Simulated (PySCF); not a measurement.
# C5H10BCl: the cost of one run

Programs: PySCF 2.14.0, with density-fitted response routines of our own. Each step states its level of theory. These are calculated values for one molecule in the gas phase, unless marked as measured. Atoms are numbered from 0 throughout.

## (1) The starting structure

17 atoms, charge 0, multiplicity 1; geometry from: GFN2-xTB.

Bonds of the start (Å): B0–C1 1.54, C1–C2 1.34, C2–C3 1.50, C3–C4 1.53, C3–C5 1.53, C5–Cl6 1.78, B0–H7 1.17, B0–H8 1.17, C1–H9 1.09, C2–H10 1.08, C3–H11 1.09, C4–H12 1.09, C4–H13 1.09, C4–H14 1.09, C5–H15 1.09, C5–H16 1.09.

## (2) Ultraviolet spectrum: B3LYP/def2-SVPD

What the job is given:

```
{"job": {"kind": "uv", "xc": "B3LYP", "basis": "def2-SVPD", "nstates": 8, "ntriplets": 3}, "charge": 0, "multiplicity": 1}
B      2.992145    -0.759010     0.290161
C      1.493611    -0.622407     0.612534
C      0.609182    -0.052504    -0.213092
C     -0.857449     0.104601     0.053023
C     -1.217877     1.593281     0.114380
C     -1.670546    -0.564206    -1.053760
Cl    -1.362274    -2.321665    -1.089996
H      3.410627    -0.322427    -0.711292
H      3.713325    -1.288845     1.042829
H      1.101790    -1.010990     1.547954
H      0.941051     0.348622    -1.163124
H     -1.110276    -0.365367     1.008872
H     -1.004153     2.076368    -0.836446
H     -0.635441     2.083994     0.890222
H     -2.274320     1.720342     0.339039
H     -2.740090    -0.433340    -0.890053
H     -1.396303    -0.174416    -2.034367
```

Level: TDDFT B3LYP/def2-SVPD, vertical, gas phase, core orbitals frozen in the response.

Launch:

```bash
$ OMP_NUM_THREADS=1 python probes_run.py task.json out
```

This one command runs all jobs of the session in turn.

**Question.** How long does this job take on 1 thread of Arm Neoverse N1, shared host, and how much memory does it need?

About 75 s, with a peak of 0.86 GiB.
